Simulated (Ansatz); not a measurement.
# Si3As2: the cost of one run

Method: DFT PBE, scalar-relativistic, plane waves, PAW, in Ansatz 0.2.0.

**1. The system as given**

It takes space group Cmmm (No. 65, orthorhombic). Conventional cell: a = 4.327 Å, b = 7.606 Å, c = 5.425 Å, α = 90.00°, β = 90.00°, γ = 90.00°. Si (site symmetry 2/m) is surrounded by 2 Si at 2.16 Å and 2 As at 2.19 Å. Around Si (site symmetry mmm) lie 2 As at 2.16 Å. As (site symmetry mmm) has 2 Si at 2.16 Å as nearest neighbours. As (site symmetry mmm) has 4 Si at 2.19 Å as nearest neighbours.

Coordinates:

```cif
data_structure
_symmetry_space_group_name_H-M 'P 1'
_symmetry_Int_Tables_number 1
_cell_length_a 4.3753
_cell_length_b 4.3753
_cell_length_c 5.4250
_cell_angle_alpha 90.000
_cell_angle_beta 90.000
_cell_angle_gamma 120.732
_cell_volume 89.27
loop_
_atom_site_label
_atom_site_type_symbol
_atom_site_fract_x
_atom_site_fract_y
_atom_site_fract_z
_atom_site_occupancy
Si1 Si 0.00000 0.50000 0.50000 1
Si2 Si 0.50000 0.00000 0.50000 1
Si3 Si 0.50000 0.50000 0.00000 1
As1 As 0.00000 0.00000 0.00000 1
As2 As 0.00000 0.00000 0.50000 1
```

Recipe of the guess: random cell by space group and Wyckoff sites (Cmmm, No. 65). The dimensions are guesses.

**2. The guess as it stands, on a coarse mesh**

input.yaml reads:

```yaml
crystal:
  lattice:
    - [2.16341824, -3.80303767, 0.0]
    - [2.16341824, 3.80303767, 0.0]
    - [0.0, 0.0, 5.42499214]
  atoms:
    - { symbol: Si, position: [0.0, 0.5, 0.5] }
    - { symbol: Si, position: [0.5, 0.0, 0.5] }
    - { symbol: Si, position: [0.5, 0.5, 0.0] }
    - { symbol: As, position: [0.0, 0.0, 0.0] }
    - { symbol: As, position: [0.0, 0.0, 0.5] }
basis:
  ecutwfc: 420
kpoints:
  mp_grid: { grid: [4, 4, 4] }
hamiltonian:
  xc: pbe
scf:
  occupations: { method: gaussian, width: 0.1 }
  lower_state_search: "off"
output:
  forces: true
  stress: true
  eigenvalues: true
```

Launch:

```
$ ansatz run input.yaml --threads 1 --pin off --max-ram 2560MiB --backend cpu --events-out ev --progress --plain --runs-dir out
```

Q: Estimate wall time and peak memory on 1 thread of Intel Xeon at 2.70GHz, shared host.

About 3.8 s, with a peak of 0.37 GiB.
